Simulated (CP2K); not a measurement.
# C3H8BN (SMILES BN(C)C=C): a first try and a second

Aim: energy and forces of C3H8BN at PM6.

The calculation is run with CP2K 2026.2.

4 further runs of the same task are left out: 4 set aside as unsound or not needed.

## (1) The structure to begin with

The species is C3H8BN (13 atoms), meant as a singlet with charge 0. SMILES: `BN(C)C=C`. The shape is that of a PBE0-D4/def2-TZVP optimisation. This is one conformer, not always the lowest.

Bond lengths: B1–N2 1.399 Å, N2–C3 1.449 Å, N2–C4 1.395 Å, C4–C5 1.331 Å, B1–H6 1.195 Å, B1–H7 1.195 Å, C3–H8 1.094 Å, C3–H9 1.094 Å, C3–H10 1.087 Å, C4–H11 1.084 Å, C5–H12 1.082 Å, C5–H13 1.081 Å. Some angles: B1–N2–C3 122.3°, B1–N2–C4 121.2°, C3–N2–C4 116.5°, N2–C4–C5 126.4°, N2–B1–H6 118.5°, N2–B1–H7 119.0°, N2–C3–H8 110.7°, N2–C3–H9 110.7°, N2–C3–H10 109.1°, N2–C4–H11 112.9°.

## (2) First attempt

Contents of gas.inp:

```
&FORCE_EVAL
  METHOD QS
  &DFT
    CHARGE 1
    MULTIPLICITY 1
    ! Quickstep
    &QS
      METHOD PM6
      EPS_DEFAULT 1.0E-10
      &SE
        &COULOMB
          CUTOFF [angstrom] 50
          RC_RANGE [angstrom] 0
        &END
        &EXCHANGE
          CUTOFF [angstrom] 50
          RC_RANGE [angstrom] 0
        &END
      &END
    &END
    ! cluster boundary conditions
    &POISSON
      PERIODIC NONE
      POISSON_SOLVER ANALYTIC
    &END
    ! self-consistent field
    &SCF
      SCF_GUESS ATOMIC
      EPS_SCF 1.0E-06
      MAX_SCF 30
      &OT ON
        MINIMIZER DIIS
        PRECONDITIONER FULL_SINGLE_INVERSE
      &END
      &OUTER_SCF
        EPS_SCF 1.0E-06
        MAX_SCF 10
      &END
    &END
    ! extra output
    &PRINT
      &MOMENTS
        PERIODIC F
        REFERENCE COM
        MAX_MOMENT 1
      &END
      &MO_CUBES
        NLUMO 1
        NHOMO -1
        WRITE_CUBE F
      &END
      &HIRSHFELD OFF
      &END
    &END
  &END
  &SUBSYS
    ! box in angstrom
    &CELL
      ABC [angstrom] 11.9 10.3 12.7
      PERIODIC NONE
    &END
    &COORD
      B     -0.159400     0.370500    -1.851000
      N      0.038300     0.124900    -0.488300
      C      1.288400     0.426600     0.178700
      C     -0.969900    -0.427900     0.300800
      C     -0.894100    -0.703300     1.600300
      H     -1.217900     0.095500    -2.333200
      H      0.732500     0.845600    -2.488700
      H      1.726000    -0.479300     0.608900
      H      1.131200     1.145100     0.988800
      H      1.983100     0.849700    -0.542900
      H     -1.878000    -0.630300    -0.255600
      H     -0.009800    -0.518600     2.195600
      H     -1.750000    -1.133500     2.101700
    &END
    &TOPOLOGY
      &CENTER_COORDINATES
      &END
    &END
  &END
  &PRINT
    &FORCES ON
    &END
  &END
&END

&GLOBAL
  PROJECT_NAME gas
  RUN_TYPE ENERGY_FORCE
  PRINT_LEVEL MEDIUM
&END
```

Run with:

```sh
OMP_NUM_THREADS=1 cp2k.psmp gas.inp > gas.out
```

Log:

```text
CP2K| version string:                                       CP2K version 2026.2
 CP2K| Input file name                                                   gas.inp

[... 49 lines left out ...]
 ===== Routine Calling Stack =====

            2 qs_init_subsys
            1 CP2K

Program received signal SIGABRT: Process abort signal.

Backtrace for this error:
#0  0x42f9e216f957 in ???
#1  0x42fa02a24cac in __pthread_kill_implementation
#2  0x42fa029cbfb7 in raise
#3  0x42fa029b5d37 in abort
#4  0x42f9e2842d83 in ???
#5  0x42f9e2844297 in ???
#6  0x42f9e2844497 in ???
#7  0x42f9e2412323 in ???
#8  0x42f9e2415af3 in ???
#9  0x42f9e221546f in ???
#10  0x42f9e2af6783 in ???
#11  0x42f9e2af9d0b in ???
#12  0x42f9e2210db3 in ???
#13  0x42f9e220ef13 in ???
#14  0x42fa029b6573 in __libc_start_call_main
#15  0x42fa029b6657 in __libc_start_main_impl
#16  0x42f9e220f06f in ???
#17  0xffffffffffffffff in ???
```

Wall time 0.16 s (1 thread of Arm Neoverse V2, shared host).

## (3) What went wrong

The run ended with an error.

The log says `\___/            Use the LSD option for an odd number of electrons`. The fault: the electron count doesn't fit the spin or reference typed: an even count needs an odd multiplicity, an odd count an even one. To mend it: charge 0 in place of 1. That is the species meant; for the charge typed, the multiplicity would have to change.

## (4) The mended input

Contents of calc.inp:

```
&GLOBAL
   PROJECT calc
   RUN_TYPE ENERGY_FORCE
   PRINT_LEVEL MEDIUM
&END GLOBAL

&FORCE_EVAL
   METHOD Quickstep
   &DFT
      CHARGE 0
      MULTIPLICITY 1
      &QS
         METHOD PM6
         EPS_DEFAULT 1.0E-10
         &SE
            &COULOMB
               CUTOFF [angstrom] 50
               RC_RANGE [angstrom] 0
            &END COULOMB
            &EXCHANGE
               CUTOFF [angstrom] 50
               RC_RANGE [angstrom] 0
            &END EXCHANGE
         &END SE
      &END QS
      &POISSON
         PERIODIC NONE
         POISSON_SOLVER ANALYTIC
      &END POISSON
      &SCF
         SCF_GUESS ATOMIC
         EPS_SCF 1.0E-06
         MAX_SCF 30
         &OT ON
            MINIMIZER DIIS
            PRECONDITIONER FULL_SINGLE_INVERSE
         &END OT
         &OUTER_SCF
            EPS_SCF 1.0E-06
            MAX_SCF 10
         &END OUTER_SCF
      &END SCF
      &PRINT
         &MOMENTS
            PERIODIC F
            REFERENCE COM
            MAX_MOMENT 1
         &END MOMENTS
         &MO_CUBES
            NLUMO 1
            NHOMO -1
            WRITE_CUBE F
         &END MO_CUBES
         &HIRSHFELD OFF
         &END HIRSHFELD
      &END PRINT
   &END DFT
   &SUBSYS
      &CELL
         ABC [angstrom] 11.9 10.3 12.7
         PERIODIC NONE
      &END CELL
      &COORD
         B     -0.159400     0.370500    -1.851000
         N      0.038300     0.124900    -0.488300
         C      1.288400     0.426600     0.178700
         C     -0.969900    -0.427900     0.300800
         C     -0.894100    -0.703300     1.600300
         H     -1.217900     0.095500    -2.333200
         H      0.732500     0.845600    -2.488700
         H      1.726000    -0.479300     0.608900
         H      1.131200     1.145100     0.988800
         H      1.983100     0.849700    -0.542900
         H     -1.878000    -0.630300    -0.255600
         H     -0.009800    -0.518600     2.195600
         H     -1.750000    -1.133500     2.101700
      &END COORD
      &TOPOLOGY
         &CENTER_COORDINATES
         &END CENTER_COORDINATES
      &END TOPOLOGY
   &END SUBSYS
   &PRINT
      &FORCES ON
      &END FORCES
   &END PRINT
&END FORCE_EVAL
```

Run with:

```sh
OMP_NUM_THREADS=1 cp2k.psmp -i calc.inp -o calc.out
```

Log:

```text
CP2K| version string:                                       CP2K version 2026.2
[...]
 GLOBAL| Method name                                                        CP2K
[...]
 GLOBAL| Run type                                                   ENERGY_FORCE
[...]
                             - Atoms:                                         13
[...]
                             - Spherical basis functions:                     28
[...]
 Number of electrons:                                                         28
[...]
     1 OT DIIS     0.80E-01    0.0     0.24288201       -19.8726780819 -1.99E+01
[...]
    17 OT DIIS     0.80E-01    0.0     0.00000054       -26.1326861501 -1.16E-10
  *** SCF run converged in    17 steps ***
  Core-core repulsion energy [eV]:                           2093.09143360883581
  Core Hamiltonian energy [eV]:                             -1111.37533383551727
  Two-electron integral energy [eV]:                        -3385.64530761053311
  Electronic energy [eV]:                                   -2804.19798764078359
  Total energy [eV]:                                         -711.10655403194801
  Atomic reference energy [eV]:                               711.15950896946572
  Heat of formation [kcal/mol]:                                 1.22116996631693
[...]
 SE_DIPOLE| Moment [Debye]         -0.76736609       0.01838260      -1.28234572
 SE_DIPOLE| Derivative [a.u.]       0.00000000       0.00000000       0.00000000
 *** WARNING in qs_scf_post_se.F:140 :: Printing of MO cube files not ***
 *** implemented for Semi-Empirical method.                           ***
 ENERGY| Total FORCE_EVAL ( QS ) energy [hartree]            -26.132686150072971
 FORCES| Atomic forces [hartree/bohr]
 FORCES|   Atom     x               y               z               |f|
 FORCES|      1  6.70042666E-06  1.00452627E-03 -4.35679698E-03   4.47110701E-03
 FORCES|      2 -1.01056682E-03  3.16274309E-03 -1.51256230E-02   1.54857567E-02
 FORCES|      3  1.08462156E-02  3.75901518E-03  9.05909135E-04   1.15148278E-02
 FORCES|      4 -1.75558004E-02 -6.35111869E-03 -3.45493398E-04   1.86724986E-02
 FORCES|      5  1.00058258E-03 -1.92239943E-03  9.79786485E-03   1.00346869E-02
 FORCES|      6  3.29623774E-03  1.29185476E-03 -3.29551251E-04   3.55565408E-03
 FORCES|      7 -3.33211357E-03 -1.36502767E-03  6.31069547E-04   3.65575302E-03
 FORCES|      8  6.05764494E-03 -4.55625317E-03  2.76731315E-03   8.06923337E-03
 FORCES|      9  2.29405629E-03  5.75770369E-03  5.17957450E-03   8.07724198E-03
 FORCES|     10  1.07455958E-02  4.62072895E-03 -2.92963302E-03   1.20582634E-02
 FORCES|     11 -1.08299340E-02 -2.84977877E-03 -4.76904466E-03   1.21717910E-02
 FORCES|     12 -5.01995573E-03 -2.65284450E-03  3.48949396E-03   6.66439101E-03
 FORCES|     13  3.50133719E-03  1.00850316E-04  5.08491716E-03   6.17461864E-03
[...]
```

Run time: 0.46 s. Hardware: 1 thread of Arm Neoverse V2, shared host.

## (5) What came out

Level: PM6.

| quantity | value |
| --- | --- |
| total energy | -26.13269 Eh |
| dipole moment | 1.49 D |
| heat of formation at this unrelaxed shape | 1.2 kcal/mol |
| largest force on an atom | 0.960 eV/Å |

The largest force is 0.96 eV/Å: the shape isn't a stationary point for this species at this level.
